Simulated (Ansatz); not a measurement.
# C₂H₁₁GaNOSbSi: geometry optimisation

What shape does C₂H₁₁GaNOSbSi take? The plan is to relax it.

Method: RKS PBE0-D4/def2-TZVP; program: Ansatz 0.2.0, Gaussian basis.

Plan: relaxation at PBE0-D4/def2-TZVP.

1 further run of the same task is left out (set aside as unsound or not needed).

## 1. The starting structure

SMILES `[CH3][SbH][C](N)([GaH2])O[SiH3]`, 18 atoms, charge 0, spin multiplicity 1.

Atoms are counted from 1 here; the program's logs count them from 0.

Bond lengths: C1–Sb2 2.163 Å, C1–H8 1.091 Å, C1–H9 1.085 Å, C1–H10 1.092 Å, Sb2–C3 2.211 Å, Sb2–H11 1.722 Å, C3–N4 1.429 Å, C3–Ga5 2.037 Å, C3–O6 1.426 Å, N4–H12 1.024 Å, N4–H13 1.020 Å, Ga5–H14 1.593 Å, Ga5–H15 1.586 Å, O6–Si7 1.609 Å, Si7–H16 1.471 Å, Si7–H17 1.453 Å, Si7–H18 1.491 Å. Angles: Sb2–C1–H8 108.9°, Sb2–C1–H9 112.4°, Sb2–C1–H10 107.6°, H8–C1–H9 108.7°, H8–C1–H10 109.6°, H9–C1–H10 109.6°, C1–Sb2–C3 88.9°, C1–Sb2–H11 91.4°, C3–Sb2–H11 92.3°, Sb2–C3–N4 107.5°, Sb2–C3–Ga5 105.6°, Sb2–C3–O6 109.9°, N4–C3–Ga5 104.0°, N4–C3–O6 111.4°, Ga5–C3–O6 117.9°, C3–N4–H12 110.7°, C3–N4–H13 111.5°, H12–N4–H13 107.1° and more.

Coordinates:

```xyz
18
C2H11GaNOSbSi
C    -0.7545   -1.9076   -1.6371
Sb    0.2966   -1.9374    0.2533
C     0.5260    0.2569    0.1118
N     1.4106    0.5267   -0.9777
Ga   -1.2756    0.9541   -0.5341
O     1.0382    0.7713    1.3387
Si    0.1549    1.1372    2.6330
H    -1.8194   -1.7673   -1.4475
H    -0.6190   -2.8252   -2.1995
H    -0.3710   -1.0640   -2.2157
H     1.7997   -2.2155   -0.5387
H     1.3946    1.5221   -1.2180
H     2.3750    0.2901   -0.7445
H    -1.2384    2.0587   -1.6808
H    -2.6845    0.4451   -0.0134
H    -0.4192   -0.0678    3.2510
H     1.1497    1.8142    3.4468
H    -0.9637    2.0084    2.1724
```

The start is a GFN2-xTB geometry. Sb takes the def2 core potential; no spin-orbit term is included.

## 2. Optimising with PBE0-D4/def2-TZVP

The input, in.yaml:

```yaml
crystal:
  periodic: [false, false, false]
  atoms:
    - {symbol: C, position_ang: [-0.754520, -1.907640, -1.637130]}
    - {symbol: Sb, position_ang: [0.296590, -1.937380, 0.253340]}
    - {symbol: C, position_ang: [0.526000, 0.256850, 0.111810]}
    - {symbol: N, position_ang: [1.410640, 0.526670, -0.977670]}
    - {symbol: Ga, position_ang: [-1.275650, 0.954060, -0.534140]}
    - {symbol: O, position_ang: [1.038230, 0.771320, 1.338710]}
    - {symbol: Si, position_ang: [0.154930, 1.137220, 2.633000]}
    - {symbol: H, position_ang: [-1.819430, -1.767290, -1.447500]}
    - {symbol: H, position_ang: [-0.619050, -2.825200, -2.199540]}
    - {symbol: H, position_ang: [-0.371050, -1.063960, -2.215650]}
    - {symbol: H, position_ang: [1.799750, -2.215550, -0.538750]}
    - {symbol: H, position_ang: [1.394650, 1.522140, -1.218020]}
    - {symbol: H, position_ang: [2.374990, 0.290090, -0.744490]}
    - {symbol: H, position_ang: [-1.238360, 2.058690, -1.680850]}
    - {symbol: H, position_ang: [-2.684540, 0.445130, -0.013360]}
    - {symbol: H, position_ang: [-0.419190, -0.067780, 3.251030]}
    - {symbol: H, position_ang: [1.149670, 1.814200, 3.446800]}
    - {symbol: H, position_ang: [-0.963660, 2.008430, 2.172410]}
basis:
  gaussian: {orbitals: def2-TZVP}
hamiltonian: {xc: pbe0, dispersion: d4}
relax: {f_tol: 0.005, max_steps: 150}
```

On the command line:

```sh
> ansatz run in.yaml --threads 5 --pin off --events-out ev --progress --plain --max-ram 66560MiB --backend cuda --devices 0, --max-vram 37GiB
```

Q: Predict the results of all the runs planned. Wanted: point group; shift from the start; total energy; dispersion term; dipole moment.

As calculated:

```
                  quantity           value
               point group              C1
                     steps              18
shift from the start (rms)         0.382 Å
              total energy  -72569.6723 eV
           dispersion term        -543 meV
             dipole moment          0.80 D
```

The atoms moved 0.38 Å (rms) from the start; the bond that changed most is C3–O6, from 1.426 to 1.475 Å. No vibrations were run, so it is not proven to be a minimum. The largest Mulliken charge, -0.61 e, sits on C1.
